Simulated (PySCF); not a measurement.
**A diatomic session: BPt**

What are the lowest state that PBE0 finds, the bond length, vibrational wavenumber and bond energy of BPt, and how much do these hang on the method?

Method: B x2c-TZVPPall, Pt x2c-TZVPPall, spin-free X2C with a Gaussian nucleus; program: PySCF 2.14.0.

## (1) The job

Settings of the job:

```json
{"atoms": "B, Pt", "charge": "0", "basis": "B x2c-TZVPPall, Pt x2c-TZVPPall", "Hamiltonian": "spin-free X2C with a Gaussian nucleus", "basis functions": "128", "electrons treated": "83", "masses in u": "11.0093, 194.9648", "levels": "PBE0, PBE, r²SCAN, MN15, TPSSh, r²SCANh, BLYP, ωB97M-V, HF, MP2, SCS-MP2", "grid": "80 radial by 434 angular points", "occupations": "held fixed by the projection of orbital angular momentum", "dissociation limit": "B + Pt, each in its ground configuration", "starting distance in angstrom": "1.990", "values of 2S to try": "1, 3, 5"}
```

Command:

```bash
OMP_NUM_THREADS=2 python dia.py task.json out
```

Further steps of the session: PBE0 along the bond; Higher solutions at PBE0; PBE; r²SCAN (meta-GGA); MN15; TPSSh; r²SCANh; BLYP; ωB97M-V (range-separated hybrid); ROHF.

What does the calculation give? Wanted: for each run, Re; ωe; De; μ.

**Answer**, as computed:

Lowest PBE0 solution found, without spin–orbit coupling: doublet, unpaired electrons σ ↑. State 2 has its PBE0 minimum 1.52 eV higher. State 3 has its PBE0 minimum 2.77 eV higher. The other levels ran on the lowest alone.

| level | Re (Å) | ωe (cm⁻¹) | De (eV) | μ (D) |
| --- | --- | --- | --- | --- |
| ROHF | 1.771 | 846 | 2.54 | 1.67 |
| PBE | 1.754 | 924 | 6.33 | 0.99 |
| BLYP | 1.763 | 905 | 5.97 | 0.93 |
| r²SCAN | 1.736 | 960 | 6.22 | 1.03 |
| TPSSh | 1.752 | 927 | 5.72 | 1.16 |
| r²SCANh | 1.735 | 960 | 5.94 | 1.06 |
| PBE0 | 1.746 | 934 | 5.61 | 1.14 |
| MN15 | 1.745 | 929 | 5.56 | 0.89 |
| ωB97M-V | 1.747 | 914 | 5.39 | 1.39 |

De is counted to B + Pt in their ground configurations. A positive dipole means B(−)Pt(+). No constants: ROHF-MP2 (the points don't follow one smooth fit); ROHF-SCS-MP2 (the points don't follow one smooth fit).

What this shows: Bond lengths run from 1.735 Å (r²SCANh) to 1.771 Å (ROHF). Among the levels with a De in the table, it runs from 2.54 eV (ROHF) to 6.33 eV (PBE).

Correlated steps freeze 24 core orbitals. Spin–orbit coupling is left out, which matters for elements this heavy, above all for dissociation energies. With d or f electrons several states lie close, and the lowest PBE0 determinant need not be the measured ground state. With spin–orbit coupling the term label itself may not hold.
